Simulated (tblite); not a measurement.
# C17H32B8: the cost of one run

Computed with tblite 0.8.0 and PySCF 2.14.0 and routines of our own; the level stands in each step. Atoms count from 0.

## Step 1: The starting structure

57 atoms, charge 0, multiplicity 1; geometry from: force field, distance geometry or constructed start.

## Step 2: Geometry optimisation with GFN2-xTB

Job settings and geometry (Å):

```
{"job": {"kind": "relax", "xc": "GFN2-xTB", "basis": "xTB"}, "charge": 0, "multiplicity": 1}
C     -1.256100    -1.164800     1.525500
C     -1.264200    -1.160400    -0.024400
C     -1.255800     0.290900    -0.531300
C     -1.261700     0.297600    -2.083100
C     -1.262000     0.292000     2.045400
C     -0.003200    -1.891700    -0.534900
C      1.261300    -1.161300     1.523800
C      1.264600    -1.160300    -0.016000
C      0.002800    -1.893300     2.041600
C     -0.002700     2.476700    -0.530700
C     -0.002000     2.476300    -2.079000
C     -0.002400     1.019300    -2.591700
C      1.257800     0.293900    -0.527300
C      1.263400     0.292600    -2.079600
C     -0.002100     1.026400     1.527300
C     -0.001800     1.021900    -0.011200
C      1.261600     0.295100     2.042900
H     -1.262100    -0.737900    -2.441200
H     -2.151600     0.808800    -2.437700
H     -2.148200     0.807900     1.681300
H     -1.263300     0.297000     3.133500
H     -0.000800    -1.889700    -1.622500
H      0.003500    -2.914200    -0.162400
H     -0.004100    -1.895500     3.130500
H      0.000600    -2.916200     1.679500
H     -0.896000     2.990400    -0.166500
H      0.890800     2.993600    -0.169700
H     -0.890500     2.991900    -2.439000
H      0.890700     2.991700    -2.442200
H      1.262300    -0.734100    -2.436800
H      2.154800     0.807600    -2.441300
H      2.149300     0.808300     1.678800
H      1.260200     0.293300     3.130100
B     -2.565300    -1.918600     2.064100
H     -2.709100    -2.102300     3.214600
H     -3.394000    -2.274500     1.294800
B     -2.568200    -1.917200    -0.554900
H     -3.527600    -1.294600    -0.847800
H     -2.565500    -3.097100    -0.661600
B     -2.572200     1.050800     0.002200
H     -2.569300     2.221700     0.108200
H     -3.528100     0.423100     0.283700
B      2.572500    -1.916300     2.056800
H      3.282700    -2.474000     1.298400
H      2.822300    -1.906000     3.215300
B      2.565700    -1.915700    -0.554200
H      2.509000    -3.054500    -0.864200
H      3.590000    -1.331000    -0.640700
B      0.001700     1.021700    -4.191500
H     -0.895600     0.531500    -4.780300
H      0.891000     1.515100    -4.779200
B      2.574200     1.048700     0.000700
H      3.582500     0.455700     0.122000
H      2.516400     2.196700     0.259400
B      0.000800     2.528900     2.061900
H     -1.007000     3.150200     2.086500
H      1.011100     3.016300     2.438000
```

The run is started by

```console
$ OMP_NUM_THREADS=2 python large_run.py task.json out
```

This one command runs all jobs of the session in turn.

Q: Estimate the wall time and peak memory of this first job on 2 threads of Arm Neoverse V2, shared host.

About 5.8 s, with a peak of 0.17 GiB.
